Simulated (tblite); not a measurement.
# CH6GeTe (SMILES C[Te][GeH3]): GFN1-xTB

What is the electronic atomisation energy of CH6GeTe at GFN1-xTB? The job is set up through a Python script.

The calculation is run with tblite 0.8.0.

14 further runs of the same task are left out: 14 set aside as unsound or not needed.

### Step 1. The molecule

CH6GeTe has 9 atoms, charge 0, and is taken as a singlet. SMILES: `C[Te][GeH3]`. Geometry: optimised at GFN1-xTB.

Bond lengths: C1–Te2 2.157 Å, Te2–Ge3 2.478 Å, C1–H4 1.082 Å, C1–H5 1.080 Å, C1–H6 1.082 Å, Ge3–H7 1.477 Å, Ge3–H8 1.482 Å, Ge3–H9 1.482 Å. Some angles: C1–Te2–Ge3 98.2°, Te2–C1–H4 110.5°, Te2–C1–H5 106.2°, Te2–C1–H6 110.5°, Te2–Ge3–H7 107.3°, Te2–Ge3–H8 113.5°, Te2–Ge3–H9 113.5°, H4–C1–H5 109.7°, H4–C1–H6 110.0°, H5–C1–H6 109.7°.

### Step 2. The harmonic vibrations at GFN1-xTB

Contents of input.xyz:

```xyz
9

C     -0.813683     1.220881    -1.014972
Te     1.225689     0.567569    -0.755035
Ge     0.821011    -1.174879     0.960185
H     -1.431945     0.405174    -1.365045
H     -0.786880     2.003502    -1.759400
H     -1.207881     1.613095    -0.087103
H      2.128472    -1.774385     1.296017
H     -0.073813    -2.262212     0.497136
H      0.227430    -0.645246     2.211018
```

Contents of run.py:

```python
import json
import numpy as np
from tblite.interface import Calculator
from tblite.interface import symbols_to_numbers
from ase.data import atomic_masses

symbols = list(map(str, np.loadtxt("input.xyz", skiprows=2, usecols=0, dtype=str, ndmin=1)))
numbers = np.array(symbols_to_numbers(symbols))
positions = np.loadtxt("input.xyz", skiprows=2, usecols=(1, 2, 3), ndmin=2) / 0.5291772

xtb = Calculator("GFN1-xTB", numbers, positions, charge=0, uhf=0)
xtb.set("verbosity", 0)
xtb.set("accuracy", 0.01)
sp = xtb.singlepoint()
h = 0.005  # bohr
n = positions.size
H, D = np.zeros((n, n)), np.zeros((n, 3))
for a in range(n):
    g, d = [], []
    for sign in (1, -1):
        x = positions.ravel().copy()
        x[a] += sign * h
        xtb.update(x.reshape(-1, 3))
        y = xtb.singlepoint()
        g.append(y.get('gradient').ravel())
        d.append(y.get('dipole'))
    H[a], D[a] = (g[0] - g[1]) / (2 * h), (d[0] - d[1]) / (2 * h)
mass = np.repeat(atomic_masses[numbers], 3)
H = (H + H.T) / 2 / np.sqrt(np.outer(mass, mass))
# project out translations and rotations
com = positions - atomic_masses[numbers] @ positions / atomic_masses[numbers].sum()
T = [np.tile(v, len(numbers)) for v in np.eye(3)] + [np.cross(com, v).ravel() for v in np.eye(3)]
U, sv, _ = np.linalg.svd((np.array(T) * np.sqrt(mass)).T)
Q = U[:, (sv > 1e-3 * sv.max()).sum():]
w, V = np.linalg.eigh(Q.T @ H @ Q)
freq = np.sign(w) * np.sqrt(np.abs(w)) * 5140.487
inten = (((Q @ V).T / np.sqrt(mass)) @ D) ** 2
inten = inten.sum(axis=1) * 974.88
print(f"E = {sp.get('energy'):.8f} Eh, max gradient {np.abs(sp.get('gradient')).max():.2e} Eh/bohr")
print("mode   frequency/cm^-1   IR/(km/mol)")
for i, (v, s) in enumerate(zip(freq, inten), 1):
    print(f"{i:4d} {v:14.2f} {s:14.3f}")
zpe = freq[freq > 0].sum() / 2 / 219474.63
print(f"imaginary modes: {(freq < -10).sum()}, zero-point energy {zpe:.6f} Eh = {zpe * 2625.4996:.4f} kJ/mol")
out = {k: np.asarray(sp.get(k)).tolist() for k in ("energy", "gradient", "charges", "dipole", "orbital-energies", "orbital-occupations")}
out.update(symbols=symbols, positions=(positions * 0.529177210903).tolist(), frequencies=freq.tolist(), intensities=inten.tolist(), zpe=zpe)
json.dump(out, open("results.json", "w"))
```

On the command line:

```
$ python run.py
```

The program printed:

```text
E = -10.83802694 Eh, max gradient 2.51e-05 Eh/bohr
mode   frequency/cm^-1   IR/(km/mol)
   1          59.31          0.001
   2          81.09          0.010
   3          95.30          0.091
   4         309.96         10.480
   5         498.29         68.258
   6         510.55         68.246
   7         568.13         24.285
   8         788.82        536.583
   9         831.07          5.061
  10         837.48         10.826
  11         866.12        147.026
  12         888.96        147.270
  13        1263.95          1.896
  14        1444.48          9.968
  15        1447.74          9.275
  16        2207.86        487.523
  17        2226.85        293.029
  18        2266.50        249.923
  19        3091.10         27.195
  20        3137.19          8.512
  21        3154.58          6.510
imaginary modes: 0, zero-point energy 0.060543 Eh = 158.9557 kJ/mol
```

Wall time 0.85 s (1 thread of Intel Xeon at 2.70GHz, shared host).

### Step 3. The C atom: the energy at GFN1-xTB

Contents of script.py:

```python
import json
import numpy as np
from tblite.interface import Calculator

symbols = ["C"]
numbers = np.array([6])
positions = np.array([
    [0.000000, 0.000000, 0.000000],
]) / 0.52917721

calc = Calculator("GFN1-xTB", numbers, positions, charge=0, uhf=2)
calc.set("accuracy", 0.1)
calc.add("spin-polarization", 1.0)
result = calc.singlepoint()

print(f"E(total): {result.get('energy') * 627.5095:.8f} kcal/mol")
eps = np.atleast_2d(result.get("orbital-energies")) * 27.211386
occ = np.atleast_2d(result.get("orbital-occupations"))
filled = occ.sum(axis=0) if eps.shape[0] == 1 else occ[0]
homo = np.nonzero(filled > 0.5)[0].max()
print(f"HOMO {eps[0, homo]:.4f} eV")
if homo + 1 < eps.shape[1]:
    print(f"LUMO {eps[0, homo + 1]:.4f} eV, gap {eps[0, homo + 1] - eps[0, homo]:.4f} eV")
mu = result.get("dipole") * 2.541746
print(f"dipole: {np.linalg.norm(mu):.4f} D, components " + " ".join(f"{c:.4f}" for c in mu))
q = result.get("charges")
print("Charges:", " ".join(f"{s}{i + 1}={c:+.4f}" for i, (s, c) in enumerate(zip(symbols, q))))
out = {k: np.asarray(result.get(k)).tolist() for k in ("energy", "gradient", "charges", "dipole", "orbital-energies", "orbital-occupations")}
out.update(symbols=symbols, positions=(positions * 0.529177210903).tolist())
json.dump(out, open("results.json", "w"))
```

Run the same way, it converges to -1.78467 Eh (log not shown).

### Step 4. The Ge atom: the energy at GFN1-xTB

Contents of script.py:

```python
import json
import numpy as np
from tblite.interface import Calculator

symbols = ["Ge"]
numbers = np.array([32])
positions = np.array([
    [0.000000, 0.000000, 0.000000],
]) / 0.5291772  # angstrom to bohr

tb = Calculator("GFN1-xTB", numbers, positions, charge=0, uhf=2)
tb.set("verbosity", 0)
tb.set("accuracy", 0.1)
tb.add("spin-polarization", 1.0)
res = tb.singlepoint()

print(f"Total energy: {res.get('energy') * 627.5095:.8f} kcal/mol")
eps = np.atleast_2d(res.get("orbital-energies")) * 27.211386
occ = np.atleast_2d(res.get("orbital-occupations"))
filled = occ.sum(axis=0) if eps.shape[0] == 1 else occ[0]
homo = np.nonzero(filled > 0.5)[0].max()
print(f"HOMO {eps[0, homo]:.4f} eV")
if homo + 1 < eps.shape[1]:
    print(f"LUMO {eps[0, homo + 1]:.4f} eV, gap {eps[0, homo + 1] - eps[0, homo]:.4f} eV")
mu = res.get("dipole") * 2.541746
print(f"|mu|: {np.linalg.norm(mu):.4f} D, components " + " ".join(f"{c:.4f}" for c in mu))
q = res.get("charges")
print("Charges:", " ".join(f"{s}{i + 1}={c:+.4f}" for i, (s, c) in enumerate(zip(symbols, q))))
out = {k: np.asarray(res.get(k)).tolist() for k in ("energy", "gradient", "charges", "dipole", "orbital-energies", "orbital-occupations")}
out.update(symbols=symbols, positions=(positions * 0.529177210903).tolist())
json.dump(out, open("results.json", "w"))
```

On the command line:

```
$ python script.py
```

The program printed:

```text
Total energy: -967.96560871 kcal/mol
HOMO -8.7732 eV
LUMO -3.4496 eV, gap 5.3236 eV
|mu|: 0.0000 D, components 0.0000 0.0000 0.0000
Charges: Ge1=+0.0000
```

It took 0.29 s on 1 thread of Intel Xeon at 2.70GHz, shared host.

### Step 5. The H atom: a single-point energy at GFN1-xTB

Contents of script.py:

```python
"""GFN1-xTB single point"""
import json
import numpy as np
from tblite.interface import Calculator

symbols = ["H"]
numbers = np.array([1])
positions = np.array([
    [0.000000, 0.000000, 0.000000],
]) / 0.52917721  # angstrom to bohr

calculator = Calculator("GFN1-xTB", numbers, positions, charge=0, uhf=1)
calculator.set("accuracy", 0.1)
calculator.add("spin-polarization", 1.0)
result = calculator.singlepoint()

print(f"Total energy: {result.get('energy') * 27.211386:.8f} eV")
eps = np.atleast_2d(result.get("orbital-energies")) * 27.211386
occ = np.atleast_2d(result.get("orbital-occupations"))
filled = occ.sum(axis=0) if eps.shape[0] == 1 else occ[0]
homo = np.nonzero(filled > 0.5)[0].max()
print(f"HOMO {eps[0, homo]:.4f} eV")
if homo + 1 < eps.shape[1]:
    print(f"LUMO {eps[0, homo + 1]:.4f} eV, gap {eps[0, homo + 1] - eps[0, homo]:.4f} eV")
mu = result.get("dipole") * 2.541746
print(f"dipole: {np.linalg.norm(mu):.4f} D, components " + " ".join(f"{c:.4f}" for c in mu))
q = result.get("charges")
print("Charges:", " ".join(f"{s}{i + 1}={c:+.4f}" for i, (s, c) in enumerate(zip(symbols, q))))
out = {k: np.asarray(result.get(k)).tolist() for k in ("energy", "gradient", "charges", "dipole", "orbital-energies", "orbital-occupations")}
out.update(symbols=symbols, positions=(positions * 0.529177210903).tolist())
json.dump(out, open("results.json", "w"))
```

Run the same way, it converges to -0.43724 Eh (log not shown).

### Step 6. The Te atom: the energy at GFN1-xTB

Contents of molecule.xyz:

```xyz
1
start geometry
Te     0.000000     0.000000     0.000000
```

Contents of xtb_job.py:

```python
import json
import numpy as np
from tblite.interface import Calculator
from tblite.interface import symbols_to_numbers

symbols = list(map(str, np.loadtxt("molecule.xyz", skiprows=2, usecols=0, dtype=str, ndmin=1)))
numbers = np.array(symbols_to_numbers(symbols))
positions = np.loadtxt("molecule.xyz", skiprows=2, usecols=(1, 2, 3), ndmin=2) / 0.529177210903

tb = Calculator("GFN1-xTB", numbers, positions, charge=0, uhf=2)
tb.set("verbosity", 0)
tb.set("accuracy", 0.1)
tb.add("spin-polarization", 1.0)
sp = tb.singlepoint()

print(f"Total energy: {sp.get('energy') * 2625.4996:.8f} kJ/mol")
eps = np.atleast_2d(sp.get("orbital-energies")) * 27.211386
occ = np.atleast_2d(sp.get("orbital-occupations"))
filled = occ.sum(axis=0) if eps.shape[0] == 1 else occ[0]
homo = np.nonzero(filled > 0.5)[0].max()
print(f"HOMO {eps[0, homo]:.4f} eV")
if homo + 1 < eps.shape[1]:
    print(f"LUMO {eps[0, homo + 1]:.4f} eV, gap {eps[0, homo + 1] - eps[0, homo]:.4f} eV")
mu = sp.get("dipole") * 2.541746
print(f"|mu|: {np.linalg.norm(mu):.4f} D, components " + " ".join(f"{c:.4f}" for c in mu))
q = sp.get("charges")
print("Charges:", " ".join(f"{s}{i + 1}={c:+.4f}" for i, (s, c) in enumerate(zip(symbols, q))))
out = {k: np.asarray(sp.get(k)).tolist() for k in ("energy", "gradient", "charges", "dipole", "orbital-energies", "orbital-occupations")}
out.update(symbols=symbols, positions=(positions * 0.529177210903).tolist())
json.dump(out, open("results.json", "w"))
```

On the command line:

```
$ python xtb_job.py
```

The program printed:

```text
Total energy: -9704.80364289 kJ/mol
HOMO -10.6560 eV
LUMO -0.8170 eV, gap 9.8391 eV
|mu|: 0.0000 D, components 0.0000 0.0000 0.0000
Charges: Te1=-0.0000
```

It took 0.27 s on 1 thread of Intel Xeon at 2.70GHz, shared host.

### Step 7. Results

At GFN1-xTB:

| quantity | value |
| --- | --- |
| molecule: total energy | -10.83803 Eh |
| molecule: dipole moment | 1.58 D |
| molecule: HOMO energy | -11.09 eV |
| molecule: LUMO energy | -7.17 eV |
| molecule: HOMO–LUMO gap | 3.92 eV |
| molecule: largest force on an atom | 0.002 eV/Å |
| molecule: lowest harmonic wavenumber | 59 cm⁻¹ |
| molecule: highest harmonic wavenumber | 3155 cm⁻¹ |
| molecule: zero-point energy | 159.0 kJ/mol |
| C atom: total energy | -1.78467 Eh |
| C atom: dipole moment | 0.00 D |
| C atom: HOMO energy (as the program lists it) | -11.29 eV |
| C atom: largest force on an atom | 0.000 eV/Å |
| Ge atom: total energy | -1.54255 Eh |
| Ge atom: dipole moment | 0.00 D |
| Ge atom: HOMO energy (as the program lists it) | -8.77 eV |
| Ge atom: LUMO energy (as the program lists it) | -3.45 eV |
| Ge atom: largest force on an atom | 0.000 eV/Å |
| H atom: total energy | -0.43724 Eh |
| H atom: dipole moment | 0.00 D |
| H atom: HOMO energy (as the program lists it) | -12.87 eV |
| H atom: largest force on an atom | 0.000 eV/Å |
| Te atom: total energy | -3.69636 Eh |
| Te atom: dipole moment | 0.00 D |
| Te atom: HOMO energy (as the program lists it) | -10.66 eV |
| Te atom: LUMO energy (as the program lists it) | -0.82 eV |
| electronic atomisation energy | 32.408 eV |

**Reading.** Taking the molecule apart into free atoms costs 32.41 eV (3127 kJ/mol), before zero-point energy and without spin-orbit coupling. Tight-binding and semi-empirical models aren't fitted to free atoms, so this value can be far from the true one. All 21 modes (molecule) are real, so the shape is a minimum at this level. Mulliken charges (molecule) run from -0.09 on C1 to +0.11 on Te2.
